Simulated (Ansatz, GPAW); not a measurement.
# CuI with GLLB-SC from a Python script

These are simulated results from GPAW 26.7.0, not measurements. The cell was built from a prototype and was relaxed with r2SCAN in plane waves (Ansatz 0.2.0). Not every such cell is a known phase. All runs are without spin polarisation.

It is cubic, F-43m (No. 216); a = 6.024 Å in the conventional setting, 27.33 Å³ an atom. Cu has 4 I at 2.61 Å; I has 4 Cu at 2.61 Å.

GLLB-SC is a model potential. Its fundamental gap is the Kohn-Sham gap plus a derivative discontinuity, which the script evaluates at the band edges among the listed k points. Its total energy isn't variational and serves nothing here.

run.py reads:

```python
import json
from ase import Atoms
from gpaw import GPAW, PW, FermiDirac

atoms = Atoms(['Cu', 'I'],
              cell=[[0.0, 3.012029, 3.012029], [3.012029, 0.0, 3.012029], [3.012029, 3.012029, 0.0]],
              scaled_positions=[[-0.0, 0.0, 0.0], [0.25, 0.25, 0.25]],
              pbc=True)
calc = GPAW(mode=PW(400), xc='GLLBSC', kpts={'size': (6, 6, 6), 'gamma': True},
            occupations=FermiDirac(0.02), maxiter=100, legacy_gpaw=True, txt='gpaw.txt')
atoms.calc = calc
res = {'energy': atoms.get_potential_energy(force_consistent=True)}
res['electrons'] = calc.get_number_of_electrons()
res['k'] = calc.get_ibz_k_points().tolist()
res['levels'] = [calc.get_eigenvalues(kpt=i).tolist() for i in range(len(res['k']))]
points = [[0.0, 0.0, 0.0], [-0.5, -0.5, 0.0], [-0.375, -0.375, 0.25], [-0.375, 0.0, 0.375], [0.0, 0.0, 0.5], [-0.5, -0.25, 0.25]]
bands = calc.fixed_density(kpts=points, symmetry='off', nbands=round(res['electrons']) // 2 + 6, convergence={'bands': -2}, txt='bands.txt')
res['points'] = [bands.get_eigenvalues(kpt=i).tolist() for i in range(len(points))]
homo, lumo = bands.get_homo_lumo()
potential = calc.hamiltonian.xc.response.calculate_discontinuity_potential(homo, lumo)
res['discontinuity'] = bands.hamiltonian.xc.response.calculate_discontinuity(potential)
json.dump(res, open('results.json', 'w'))
print('free energy (eV):', round(res['energy'], 5))
```

Command: `python run.py`. It took 7 s on 1 thread of Arm Neoverse V2 (shared host), peak memory 0.15 GiB.

The log gpaw.txt, trimmed of paths, versions and times, then the last line on the terminal. An iter line gives the energy in eV and the logarithms of the changes of orbitals (plane waves alone) and density (c: converged):

```
___ ___ ___ _ _ _
 |   |   |_  | | | |

 | | | | | . | | | |

 |__ |  _|___|_____|  26.7.0
 |___|_|

Input parameters:
  kpts: {gamma: True,
         size: (6, 6, 6)}
  maxiter: 100
  mode: {ecut: 400.0,
         name: pw}
  occupations: {fixmagmom: False,
                name: fermi-dirac,
                width: 0.02}
  xc: GLLBSC

System changes: positions, numbers, cell, pbc, initial_charges, initial_magmoms

Initialize ...

species:
  Cu:
    name:    Copper
    Z:       29.0
    valence: 11
    core:    18
    charge:  0.0  # [|e|]
    compensation charges:
      type: gauss
      rc: 0.33  # [Å]
      lmax: 2
    cutoffs:
      filter: 2.06  # [Å]
      core: 2.38  # [Å]
    projectors
    | kind |    occ | energy [eV] | rcut [Å] |

    |------|--------|-------------|----------|

    |   4s |  1.000 |      -7.104 |    1.164 |

    |   4p |  0.000 |      -2.358 |    1.164 |

    |   3d | 10.000 |      -8.481 |    1.058 |

    |    s |        |      20.107 |    1.164 |

    |    p |        |      24.854 |    1.164 |

    |    d |        |      18.730 |    1.058 |

    Using partial waves for Cu as LCAO basis

  I:
    name:    Iodine
    Z:       53.0
    valence: 7
    core:    46
    charge:  0.0  # [|e|]
    compensation charges:
      type: gauss
      rc: 0.37  # [Å]
      lmax: 2
    cutoffs:
      filter: 2.06  # [Å]
      core: 2.96  # [Å]
    projectors
    | kind |    occ | energy [eV] | rcut [Å] |

    |------|--------|-------------|----------|

    |   5s |  2.000 |     -20.049 |    1.164 |

    |   5p |  5.000 |     -10.166 |    1.164 |

    |    s |        |       7.162 |    1.164 |

    |    p |        |      17.045 |    1.164 |

    |    d |        |       0.000 |    1.164 |

    Using partial waves for I as LCAO basis

Reference energy: -238443.687199  # eV

Spin-paired calculation

Convergence criteria:
 Maximum [total energy] change in last 3 cyles: 0.0005 eV / valence electron
 Maximum integral of absolute [dens]ity change: 0.0001 electrons / valence electron
 Maximum integral of absolute [eigenst]ate change: 4e-08 eV^2 / valence electron
 Maximum number of scf [iter]ations: 100
 (Square brackets indicate name in SCF output, whereas a 'c' in
 the SCF output indicates the quantity has converged.)

Symmetries present (total): 24

  ( 1  0  0)  ( 1  0  0)  ( 1  0 -1)  ( 1  0 -1)  ( 1 -1  0)  ( 1 -1  0)
  ( 0  1  0)  ( 0  0  1)  ( 0  1 -1)  ( 0  0 -1)  ( 0 -1  1)  ( 0 -1  0)
  ( 0  0  1)  ( 0  1  0)  ( 0  0 -1)  ( 0  1 -1)  ( 0 -1  0)  ( 0 -1  1)

  ( 0  1  0)  ( 0  1  0)  ( 0  1 -1)  ( 0  1 -1)  ( 0  0  1)  ( 0  0  1)
  ( 1  0  0)  ( 0  0  1)  ( 1  0 -1)  ( 0  0 -1)  ( 1  0  0)  ( 0  1  0)
  ( 0  0  1)  ( 1  0  0)  ( 0  0 -1)  ( 1  0 -1)  ( 0  1  0)  ( 1  0  0)

  ( 0  0 -1)  ( 0  0 -1)  ( 0 -1  1)  ( 0 -1  1)  ( 0 -1  0)  ( 0 -1  0)
  ( 1  0 -1)  ( 0  1 -1)  ( 1 -1  0)  ( 0 -1  0)  ( 1 -1  0)  ( 0 -1  1)
  ( 0  1 -1)  ( 1  0 -1)  ( 0 -1  0)  ( 1 -1  0)  ( 0 -1  1)  ( 1 -1  0)

  (-1  1  0)  (-1  1  0)  (-1  0  1)  (-1  0  1)  (-1  0  0)  (-1  0  0)
  (-1  0  1)  (-1  0  0)  (-1  1  0)  (-1  0  0)  (-1  1  0)  (-1  0  1)
  (-1  0  0)  (-1  0  1)  (-1  0  0)  (-1  1  0)  (-1  0  1)  (-1  1  0)

216 k-points: 6 x 6 x 6 Monkhorst-Pack grid + [1/12,1/12,1/12]
16 k-points in the irreducible part of the Brillouin zone
       k-points in crystal coordinates                weights
   0:     0.00000000    0.00000000    0.00000000          1/216
   1:     0.16666667    0.16666667    0.00000000          6/216
   2:     0.16666667    0.16666667    0.16666667          8/216
   3:     0.33333333    0.16666667    0.16666667         12/216
   4:     0.33333333    0.33333333   -0.33333333         12/216
   5:     0.33333333    0.33333333    0.00000000          6/216
   6:     0.33333333    0.33333333    0.16666667         24/216
   7:     0.33333333    0.33333333    0.33333333          8/216
   8:     0.50000000    0.33333333   -0.33333333         24/216
   9:     0.50000000    0.33333333   -0.16666667         12/216
          ...
  15:     0.50000000    0.50000000    0.50000000          4/216

Wave functions: Plane wave expansion
  Cutoff energy: 400.000 eV
  Number of coefficients (min, max): 965, 1018
  Pulay-stress correction: 0.000000 eV/Ang^3 (de/decut=0.000000)
  Using FFTW library
  ScaLapack parameters: grid=1x1, blocksize=None
  Wavefunction extrapolation:
    Improved wavefunction reuse through dual PAW basis

Occupation numbers: Fermi-Dirac:
  width: 0.0200  # eV

Eigensolver
   Davidson(niter=2)

Densities:
  Coarse grid: 20*20*20 grid
  Fine grid: 40*40*40 grid
  Total Charge: 0.000000

Density mixing:
  Method: separate
  Backend: msr1
  Linear mixing parameter: 0.05
  old densities: 10
  Width of damping distribution: 1.1
  Damping of long wavelength oscillations: 20

Hamiltonian:
  XC and Coulomb potentials evaluated on a 40*40*40 grid
  Using the GLLBSC Exchange-Correlation functional
  External potential:
    NoExternalPotential

XC parameters: GLLBSC functional being used consists of
  -----------------------------------------------------------------------
  | Weight | Module     | Description                                   |

  -----------------------------------------------------------------------
  |  1.000 | SCREENING  | GGA_X_PBE_SOL with 2 nearest neighbor stencil |

  |  1.000 | RESPONSE   | eps=0.0500 eV                                 |

  |  1.000 | XC         | GGA_C_PBE_SOL with 2 nearest neighbor stencil |

  -----------------------------------------------------------------------

Memory estimate:
  Process memory now: 113.29 MiB
  Calculator: 11.79 MiB
    Density: 4.12 MiB
      Arrays: 1.59 MiB
      Localized functions: 1.31 MiB
      Mixer: 1.22 MiB
    Hamiltonian: 1.07 MiB
      Arrays: 1.04 MiB
      XC: 0.00 MiB
      Poisson: 0.00 MiB
      vbar: 0.03 MiB
    Wavefunctions: 6.60 MiB
      Arrays psit_nG: 3.23 MiB
      Eigensolver: 0.31 MiB
      Projections: 0.10 MiB
      Projectors: 2.41 MiB
      PW-descriptor: 0.55 MiB

Total number of cores used: 1

Number of atoms: 2
Number of atomic orbitals: 13
Number of bands in calculation: 13
Number of valence electrons: 18
Bands to converge: occupied

... initialized

Initializing position-dependent things.

Density initialized from atomic densities
Creating initial wave functions:
  13 bands from LCAO basis set
Positions:
   0 Cu     0.000000    0.000000    0.000000    ( 0.0000,  0.0000,  0.0000)
   1 I      1.506015    1.506015    1.506015    ( 0.0000,  0.0000,  0.0000)

Unit cell:
           periodic     x           y           z      points  spacing
  1. axis:    yes    0.000000    3.012029    3.012029    20     0.1739
  2. axis:    yes    3.012029    0.000000    3.012029    20     0.1739
  3. axis:    yes    3.012029    3.012029    0.000000    20     0.1739

  Lengths:   4.259652   4.259652   4.259652
  Angles:   60.000000  60.000000  60.000000

Effective grid spacing dv^(1/3) = 0.1897

iter:   1    -6.045513
iter:   2    -5.892199   -0.77  -1.46
iter:   3    -5.874325   -2.47  -1.49
iter:   4    -5.835162   -3.20  -1.53
iter:   5    -5.834436   -2.98  -1.74
iter:   6    -5.850635   -3.59  -2.19
iter:   7    -5.895542   -3.57  -2.19
iter:   8    -5.914966   -4.95  -2.66
iter:   9    -5.900071   -4.42  -2.64
iter:  10    -5.901549   -5.81  -2.98
iter:  11    -5.905639c  -5.99  -3.11
iter:  12    -5.904187c  -6.15  -3.12
iter:  13    -5.905687c  -6.12  -3.44
iter:  14    -5.903835c  -6.26  -3.60
iter:  15    -5.904288c  -7.10  -4.39c
iter:  16    -5.904003c  -7.77c -4.74c

Converged after 16 iterations.

Energy contributions relative to reference atoms: (reference = -238443.687199)

Kinetic:        +46.179292
Potential:      -44.764489
External:        +0.000000
XC:              -8.242422
Entropy (-ST):   -0.000000
Local:           +0.923616
SIC:             +0.000000
--------------------------
Free energy:     -5.904003
Extrapolated:    -5.904003

GLLBSC response reference energy: 2.97686 eV (from HOMO)

Showing only first 2 kpts
 Kpt  Band  Eigenvalues  Occupancy
  0     7      2.97698    2.00000
  0     8      2.97698    2.00000
  0     9      4.79634    0.00000
  0    10      8.41033    0.00000

  1     7      2.40914    2.00000
  1     8      2.40915    2.00000
  1     9      6.23778    0.00000
  1    10      7.48846    0.00000

Fermi level: 3.49788

Gap: 1.819 eV
Transition (v -> c):
  (s=0, k=0, n=8, [0.00, 0.00, 0.00]) -> (s=0, k=0, n=9, [0.00, 0.00, 0.00])
No difference between direct/indirect transitions

free energy (eV): -5.904
```

The gap in the log is over the mesh alone; results.json adds the listed points. GLLB-SC gives a gap of 2.61 eV (1.819 eV Kohn-Sham over the listed points plus 0.789 eV discontinuity). On the same cell, plane-wave PBE (Ansatz, 8×8×8 k points and the special points) gives a gap of 1.17 eV and r2SCAN a gap of 1.67 eV; on shared hosts these took about 3.4 and 10 core-seconds on the 2-atom cell, against 7 for the script. Spin-orbit coupling, left out in all these runs, can cut or reorder the gap by tenths of an eV, up to about 1 eV with Pb or Bi.

No spin-orbit coupling is included; it can move band edges with weight on the heavy atoms by tenths of an eV.
